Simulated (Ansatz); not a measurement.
I need a relaxed scan of one distance of CH2Br2, SMILES BrCBr. Use the Ansatz DFT code, driven from Python. Settings (for the species named): PBE0, def2-SVP basis, multiplicity 1.

```xyz
5

Br   -0.5574   -0.9236    1.5168
C    -0.1154    0.1125   -0.0789
Br    1.6015   -0.3513   -0.7779
H    -0.0310    1.1878    0.1710
H    -0.8478   -0.0991   -0.8724
```

`ch2br2.py`
```python
# -*- coding: utf-8 -*-
"""One bond of CH2Br2 held at set lengths while the rest relaxes."""

import warnings

import ansatz
import numpy as np


def main():
    warnings.simplefilter("ignore", ansatz.DeckWarning)

    geometry_ang = [
        ("Br", (-0.5574, -0.9236, 1.5168)),
        ("C", (-0.1154, 0.1125, -0.0789)),
        ("Br", (1.6015, -0.3513, -0.7779)),
        ("H", (-0.031, 1.1878, 0.171)),
        ("H", (-0.8478, -0.0991, -0.8724)),
    ]
    geometry = ansatz.Crystal.molecule()
    for symbol, xyz in geometry_ang:
        geometry = geometry.atom(symbol, xyz)

    base = (
        geometry.calculation()
        .basis(gaussian="def2-SVP")
        .functional("pbe0")
    )
    symbols = [site.symbol for site in geometry.cartesian_sites]
    pairs = [(0, 1), (1, 2), (1, 3), (1, 4)]
    print("held (A)   E (eV)        ", "  ".join(f"{symbols[i]}{i}-{symbols[j]}{j}" for i, j in pairs))
    for length in [1.01, 1.1, 1.19, 1.32, 1.49]:
        r = base.relax(constraints=[ansatz.DistanceConstraint((1, 4), at=length)], force_tolerance=0.02, max_steps=60).run(threads=1, backend="cpu").report
        xyz = np.array(r["positions_ang"])
        print(f"{length:6.2f} {r['free_energy_ev']:14.5f}  ", "  ".join(f"{np.linalg.norm(xyz[i] - xyz[j]):.3f}" for i, j in pairs))


if __name__ == "__main__":
    main()
```

```console
$ python ch2br2.py
held (A)   E (eV)         Br0-C1  C1-Br2  C1-H3  C1-H4
  1.01  -141126.68462   1.924  1.924  1.094  1.010
  1.10  -141126.83098   1.923  1.923  1.094  1.100
  1.19  -141126.69869   1.921  1.921  1.095  1.190
  1.32  -141126.24470   1.916  1.916  1.095  1.320
  1.49  -141125.46665   1.907  1.907  1.094  1.490
```

Notes:
- Total energies depend on the basis set; only differences at equal settings carry meaning.
- The energies are electronic: no zero-point or thermal terms, and the basis set is short of its limit.
- The script silences the warnings on its input, which a real study should read.
- Timing: 100 s on 1 thread of Arm Neoverse V1, with other jobs on the host, peak memory 0.27 GiB.
